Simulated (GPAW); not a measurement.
NbCd3 in GPAW: convergence with density grid spacing (A)

Input of the first run (density grid spacing (A) 0.24); the others differ in this setting and in those tied to it:

The input run.py:

```python
from ase.dft.bandgap import bandgap
from ase.io import read, write
from ase.units import GPa
from gpaw import GPAW, PW

atoms = read('POSCAR')

calc = GPAW(mode=PW(600),
            h=0.24,
            xc='PBE',
            kpts={'size': (6, 6, 6), 'gamma': True},
            occupations={'name': 'fermi-dirac', 'width': 0.05},
            nbands=41,
            convergence={'density': 1e-05, 'energy': 1e-05},
            maxiter=100,
            txt='gpaw.txt')
atoms.calc = calc
energy = atoms.get_potential_energy()
forces = atoms.get_forces()
stress = atoms.get_stress()
calc.write('gs.gpw')
write('result.traj', atoms)
print(f'Energy: {energy:.6f} eV')
print('Forces (eV/A):')
print(forces.round(4))
print('Stress (GPa):', (stress / GPa).round(3))
print('Fermi level:', round(calc.get_fermi_level(), 4), 'eV')
print(f'Gap: {bandgap(calc)[0]:.4f} eV, direct: {bandgap(calc, direct=True)[0]:.4f} eV')
```

File POSCAR:

```
NbCd3
1.0
    4.2150000000      0.0000000000      0.0000000000
    0.0000000000      4.2150000000      0.0000000000
    0.0000000000      0.0000000000      4.2150000000
Cd Nb
3 1
Direct
    0.5000000000      0.5000000000      0.0000000000
    0.5000000000      0.0000000000      0.5000000000
    0.0000000000      0.5000000000      0.5000000000
    0.0000000000      0.0000000000      0.0000000000
```

Potentials or basis: GPAW PAW data sets (gpaw-data 1.2.1), pw.

Run with:

```sh
$ OMP_NUM_THREADS=1 python run.py
```

Hardware: 1 thread of Arm Neoverse V1 (shared host).

| density grid spacing (A) | energy less the tightest run, at zero smearing (meV/atom) | SCF cycles | CPU time (s) | peak memory (GiB) |
| --- | --- | --- | --- | --- |
| 0.24 | 0.23 | 10 | 30 | 0.19 |
| 0.2 | 0.04 | 10 | 39 | 0.2 |
| 0.17 | 0.03 | 10 | 37 | 0.2 |
| 0.15 | 0.01 | 10 | 62 | 0.23 |
| 0.13 | 0.01 | 10 | 90 | 0.27 |
| 0.11 | 0.00 | 10 | 110 | 0.33 |
| 0.09 | 0.00 | 10 | 200 | 0.48 |

Against the tightest run, the energy stays within 1 meV/atom from 0.24 on. The tightest run that finished is the yardstick and may itself not be fully converged.
